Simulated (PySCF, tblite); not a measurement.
**C₅H₆FNSi: geometry, infrared bands and NMR shifts**

What infrared bands and NMR shifts should C₅H₆FNSi (`C=C/C(=C\C#N)[SiH2]F`) show?

The runs use tblite 0.8.0 and PySCF 2.14.0, with density-fitted response routines of our own; the level of theory stands in each step. All values are computed, except where a source is named. Atoms count from 0, in the outputs and in this text.

## (1) Starting geometry

14 atoms, charge 0, multiplicity 1; geometry from: force field or distance geometry start.

Bonds of the start (Å): C0–C1 1.35, C1–C2 1.47, C2–C3 1.37, C3–C4 1.42, C4–N5 1.17, C2–Si6 1.88, Si6–F7 1.61, C0–H8 1.08, C0–H9 1.10, C1–H10 1.09, C3–H11 1.08, Si6–H12 1.50, Si6–H13 1.49.

## (2) Optimising the geometry with GFN2-xTB

What the job is given:

```
{"job": {"kind": "relax", "xc": "GFN2-xTB", "basis": "xTB"}, "charge": 0, "multiplicity": 1}
C     -0.935400    -1.655100     1.111800
C     -1.008700    -0.540200     0.349900
C      0.100400     0.262400    -0.178500
C     -0.123600     1.378700    -0.943100
C     -1.401600     1.883800    -1.287400
N     -2.444700     2.306500    -1.592700
Si     1.880500    -0.218800     0.161100
F      2.818800     0.867700    -0.560100
H     -0.023100    -2.130300     1.444200
H     -1.870500    -2.134600     1.436200
H     -2.018100    -0.208000     0.119400
H      0.707800     1.948800    -1.320400
H      2.145500    -0.194000     1.634200
H      2.172000    -1.567400    -0.396800
```

Started as:

```
OMP_NUM_THREADS=1 python probes_run.py task.json out
```

This one command runs all jobs of the session in turn.

**Question.** This job is followed by: GFN2-xTB harmonic vibrations, gas phase; GIAO PBE0/pcSseg-1 NMR shielding, non-relativistic, gas phase. Predict these results of the whole session: strongest single infrared mode (GFN2-xTB); zero-point energy (GFN2-xTB); ¹³C shifts against TMS (PBE0/pcSseg-1); ¹H shifts against TMS (PBE0/pcSseg-1, means over atoms taken as alike); ¹⁵N shifts against NH3 (PBE0/pcSseg-1); ²⁹Si shifts against TMS (PBE0/pcSseg-1); ¹⁹F shifts against CFCl3 (PBE0/pcSseg-1).

The runs gave:

| quantity | value |
| --- | --- |
| strongest single infrared mode (GFN2-xTB) | 2325 cm⁻¹, 384 km/mol |
| zero-point energy (GFN2-xTB) | 57.4 kcal/mol |
| ¹³C shifts against TMS (PBE0/pcSseg-1) | 164.4, 146.1, 129.9, 120.5, 117.5 ppm |
| ¹H shifts against TMS (PBE0/pcSseg-1, means over atoms taken as alike) | 7.55, 5.89, 5.85, 5.59, 5.48 ppm |
| ¹⁵N shifts against NH3 (PBE0/pcSseg-1) | 338.8 ppm |
| ²⁹Si shifts against TMS (PBE0/pcSseg-1) | -5.5 ppm |
| ¹⁹F shifts against CFCl3 (PBE0/pcSseg-1) | -241.7 ppm |

**Reading.** Relaxing lowered the energy by 0.162 eV in 37 steps; the close pair that moved most is Si6–H12, from 1.497 to 1.455 Å. No mode is imaginary among the 36: a minimum at this level. The strongest single mode, at 2325 cm⁻¹, moves mainly H13 and H12. GFN2-xTB is a fitted tight-binding method: band positions and strengths are rough. Its intensities can rank the bands wrongly. At PBE0/pcSseg-1: The largest span, 412 ppm, is at N5, where the paramagnetic term is -411 ppm.
